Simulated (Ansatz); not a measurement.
# ZrN₄H₈: vertical ionisation energy

How much energy removes an electron from ZrN₄H₈ at fixed geometry? The cation is run at each level and the neutral's energy taken from earlier runs.

Program: Ansatz 0.2.0, Gaussian basis. Level of theory: unrestricted cation, the program's frozen cores in correlated methods. These are calculated values, not measurements.

The runs, in order: UKS PBE-D4/def2-TZVPP; UKS r2SCAN-D4/def2-TZVPP; UKS PBE0-D4/def2-TZVPP; UKS B3LYP-D4/def2-TZVPP; UKS wB97X-V/def2-TZVPP; UKS wB97M-V/def2-TZVPP; UKS B2PLYP/def2-TZVPP; UHF-CCSD(T)/def2-TZVPP; UHF-MP2/def2-QZVPP; extrapolation to the limit; then −ε(HOMO) from the neutral's earlier runs with LDA (SPW92), PBE-D4, revPBE-D4, BLYP-D4, r2SCAN-D4, B97M-V, PBE0-D4, B3LYP-D4, r2SCANh-D4, r2SCAN0-D4, HSE06-D4, BHLYP-D4, CAM-B3LYP-D4, LC-ωPBE, ωB97X-V, ωB97M-V.

**1. Structure used throughout**

The geometry comes from an earlier relaxation with PBE0-D4 in a triple-zeta def2 set; it is a stationary point, not always the lowest conformer. Zr takes the def2 core potential; no spin-orbit term is included.

SMILES `[NH2][Zr]([NH2])([NH2])[NH2]`, 13 atoms, charge 0, spin multiplicity 1.

Atoms are counted from 1 here; the program's logs count them from 0.

Bond lengths: N1–Zr2 2.048 Å, N1–H6 1.010 Å, N1–H7 1.012 Å, Zr2–N3 2.048 Å, Zr2–N4 2.049 Å, Zr2–N5 2.048 Å, N3–H8 1.010 Å, N3–H9 1.012 Å, N4–H10 1.012 Å, N4–H11 1.010 Å, N5–H12 1.012 Å, N5–H13 1.010 Å. Angles: Zr2–N1–H6 127.4°, Zr2–N1–H7 124.0°, H6–N1–H7 108.5°, N1–Zr2–N3 109.8°, N1–Zr2–N4 108.7°, N1–Zr2–N5 109.9°, N3–Zr2–N4 109.9°, N3–Zr2–N5 108.7°, N4–Zr2–N5 109.9°, Zr2–N3–H8 127.3°, Zr2–N3–H9 124.0°, H8–N3–H9 108.4°, Zr2–N4–H10 124.0°, Zr2–N4–H11 127.3°, H10–N4–H11 108.4°, Zr2–N5–H12 124.0°, Zr2–N5–H13 127.3°, H12–N5–H13 108.4°.

Coordinates:

```tsv
atom	x (Å)	y (Å)	z (Å)
N1	-1.79046	0.92277	-0.37015
Zr2	0.00049	0.00022	0.00017
N3	-0.26738	-1.52093	1.34566
N4	0.72891	-0.74883	-1.76189
N5	1.32846	1.34703	0.78665
H6	-2.64997	0.82459	0.15130
H7	-1.97235	1.49852	-1.18171
H8	-0.26376	-2.51332	1.15716
H9	-0.33908	-1.38554	2.34552
H10	0.15648	-1.19684	-2.46533
H11	1.66998	-0.66744	-2.11987
H12	2.16005	1.08695	1.30046
H13	1.23863	2.35281	0.81203
```

**2. Cation, UKS PBE-D4/def2-TZVPP**

File in.yaml:

```yaml
crystal:
  periodic: [false, false, false]
  atoms:
    - {symbol: N, position_ang: [-1.790460, 0.922770, -0.370149]}
    - {symbol: Zr, position_ang: [0.000488, 0.000225, 0.000171]}
    - {symbol: N, position_ang: [-0.267385, -1.520927, 1.345659]}
    - {symbol: N, position_ang: [0.728909, -0.748832, -1.761888]}
    - {symbol: N, position_ang: [1.328463, 1.347035, 0.786649]}
    - {symbol: H, position_ang: [-2.649973, 0.824588, 0.151298]}
    - {symbol: H, position_ang: [-1.972348, 1.498521, -1.181710]}
    - {symbol: H, position_ang: [-0.263763, -2.513317, 1.157164]}
    - {symbol: H, position_ang: [-0.339077, -1.385542, 2.345523]}
    - {symbol: H, position_ang: [0.156484, -1.196835, -2.465328]}
    - {symbol: H, position_ang: [1.669977, -0.667436, -2.119874]}
    - {symbol: H, position_ang: [2.160051, 1.086953, 1.300465]}
    - {symbol: H, position_ang: [1.238635, 2.352808, 0.812029]}
basis:
  gaussian: {orbitals: def2-TZVPP}
total_charge: 1
magnetization: {spin_polarized: true, initial_magnetization: 1}
hamiltonian: {xc: pbe, dispersion: d4}
```

Run with:

```bash
$ ansatz run in.yaml --threads 2 --pin off --events-out ev --progress --plain --max-ram 22528MiB --backend cuda --devices 0, --max-vram 18GiB
```

After this run come: Cation, UKS r2SCAN-D4/def2-TZVPP; Cation, UKS PBE0-D4/def2-TZVPP; Cation, UKS B3LYP-D4/def2-TZVPP; Cation, UKS wB97X-V/def2-TZVPP; Cation, UKS wB97M-V/def2-TZVPP; Cation, UKS B2PLYP (frozen core)/def2-TZVPP; Cation, UHF-CCSD(T)/def2-TZVPP; Cation, UHF-MP2/def2-QZVPP.

Before running them: what should the planned runs give, taken together? Wanted: ionisation energy, CCSD(T)/CBS; nearest functional by difference; nearest −ε(HOMO); −ε(HOMO) of PBE; T1 of the cation.

As calculated:

| quantity | value |
| --- | --- |
| ionisation energy, CCSD(T)/CBS | 9.16 eV |
| nearest functional by difference | ωB97X-V (-0.17 eV) |
| nearest −ε(HOMO) | ωB97X-V (+0.04 eV) |
| −ε(HOMO) of PBE | 5.37 eV |
| T1 of the cation | 0.037 |

What this shows: Energy differences with functionals land within 1.19 eV of the reference. −ε(HOMO) of PBE misses by 3.8 eV, since self-interaction lifts the level. Among orbital estimates ωB97X-V comes nearest. Hartree-Fock falls 1.46 eV short, as the neutral has more correlation energy than the cation. The cation's T1 (from the report) is 0.037, near the customary mark of 0.045 for open shells, so the coupled-cluster value is less safe. The cation may have settled in a state other than its lowest; no search over hole states beyond the program's own was made. Correlated methods include outer-core shells of Zr, which these sets cover unevenly.
